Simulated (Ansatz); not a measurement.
**Cl2HISi: one species, many methods**

How much do the methods differ for Cl2HISi? The plan is to run it at one geometry with functionals of several rungs and with coupled cluster, and see how far each lands from CCSD(T) at the basis-set limit for the atomisation energy.

The runs use Ansatz 0.2.0, Gaussian basis; functionals in def2-TZVPP, the program's frozen cores in correlated methods.

The runs, in order: LDA (SPW92), PBE-D4, revPBE-D4, BLYP-D4, r2SCAN-D4, B97M-V, PBE0-D4, B3LYP-D4, r2SCANh-D4, r2SCAN0-D4, HSE06-D4, BHLYP-D4, CAM-B3LYP-D4, LC-ωPBE, ωB97X-V, ωB97M-V, B2PLYP, PBE-QIDH; CCSD(T)/def2-SVP; CCSD(T)/def2-TZVPP; MP2/def2-QZVPP; extrapolation to the limit; RPA on PBE.

### Step 1. The relaxed structure

The geometry comes from an earlier relaxation with PBE0-D4 in a triple-zeta def2 set; it is a stationary point. I takes the def2 core potential; no spin-orbit term is included.

SMILES `Cl[SiH](Cl)I`, 5 atoms, charge 0, spin multiplicity 1.

Atoms are counted from 1 here; the program's logs count them from 0.

Bond lengths: Cl1–Si2 2.034 Å, Si2–Cl3 2.034 Å, Si2–I4 2.417 Å, Si2–H5 1.472 Å. Angles: Cl1–Si2–Cl3 109.2°, Cl1–Si2–I4 110.1°, Cl1–Si2–H5 108.9°, Cl3–Si2–I4 110.1°, Cl3–Si2–H5 108.9°, I4–Si2–H5 109.6°.

### Step 2. LDA

This LDA is Slater exchange with PW92 correlation.

in.yaml

```yaml
crystal:
  periodic: [false, false, false]
  atoms:
    - {symbol: Cl, position_ang: [0.706043, 0.318155, 1.867342]}
    - {symbol: Si, position_ang: [0.094153, -0.133979, -0.019247]}
    - {symbol: Cl, position_ang: [1.181467, 0.950069, -1.353657]}
    - {symbol: I, position_ang: [-2.259107, 0.358013, -0.270074]}
    - {symbol: H, position_ang: [0.327344, -1.565957, -0.265764]}
basis:
  gaussian: {orbitals: def2-TZVPP}
hamiltonian: {xc: lda}
output: {orbitals: {seedname: orbitals}}
```

The runs that follow: PBE-D4 (GGA); revPBE-D4 (GGA); BLYP-D4 (GGA); r2SCAN-D4 (meta-GGA); B97M-V (meta-GGA); PBE0-D4 (hybrid); B3LYP-D4 (hybrid); r2SCANh-D4 (hybrid); r2SCAN0-D4 (hybrid); HSE06-D4 (hybrid); BHLYP-D4 (hybrid); CAM-B3LYP-D4 (range-separated); LC-ωPBE-D4 (range-separated); ωB97X-V (range-separated); ωB97M-V (range-separated); B2PLYP (double hybrid); PBE-QIDH (double hybrid); CCSD(T) in def2-SVP; CCSD(T) in def2-TZVPP; MP2 in def2-QZVPP; RPA on PBE orbitals.

Before running them: what should the planned runs give, taken together? Wanted: atomisation energy, CCSD(T)/CBS; farthest beyond LDA; mean size of error, GGA; mean size of error, meta-GGA; mean size of error, hybrid; mean size of error, range-separated; mean size of error, double hybrid; gap, smallest and largest; T1 diagnostic.

The runs gave:

| quantity | value |
| --- | --- |
| atomisation energy, CCSD(T)/CBS | 14.918 eV |
| functionals within 0.149 eV (1.0 %) | PBE-D4, r2SCAN-D4, B97M-V, PBE0-D4, r2SCANh-D4, HSE06-D4, ωB97X-V, ωB97M-V, PBE-QIDH |
| farthest beyond LDA | BHLYP-D4 (-0.706 eV) |
| mean size of error, GGA | 0.323 eV |
| mean size of error, meta-GGA | 0.012 eV |
| mean size of error, hybrid | 0.289 eV |
| mean size of error, range-separated | 0.297 eV |
| mean size of error, double hybrid | 0.337 eV |
| gap, smallest and largest | 4.90 eV (BLYP-D4), 11.84 eV (LC-ωPBE) |
| T1 diagnostic | 0.0085 |
| triples share of the correlation energy | 3.3 % |

What this shows: LDA overbinds by 1.939 eV (13 %). PBE-D4 misses by +0.023 eV. Double hybrids carry the basis error of their MP2 part in triple zeta, and no dispersion term here, so their miss is partly the set-up's. By mean error the best rung here is meta-GGA (0.012 eV) and the worst beyond LDA is double hybrid (0.337 eV). The reference freezes the cores and leaves out spin-orbit coupling and excitations past (T), and its outer-core shells are covered unevenly, so misses under about 0.149 eV can't be ranked. All levels share the lack of spin-orbit coupling, which lowers the free heavy atoms and so the true binding. Hartree-Fock recovers 72 % of the binding; the rest is correlation. CCSD(T) in def2-SVP is off by -1.774 eV, worse than the median functional, from the basis alone. Orbital gaps span 4.9 to 11.8 eV; exact exchange widens them. Correlated methods include outer-core shells of I, which these sets cover unevenly.
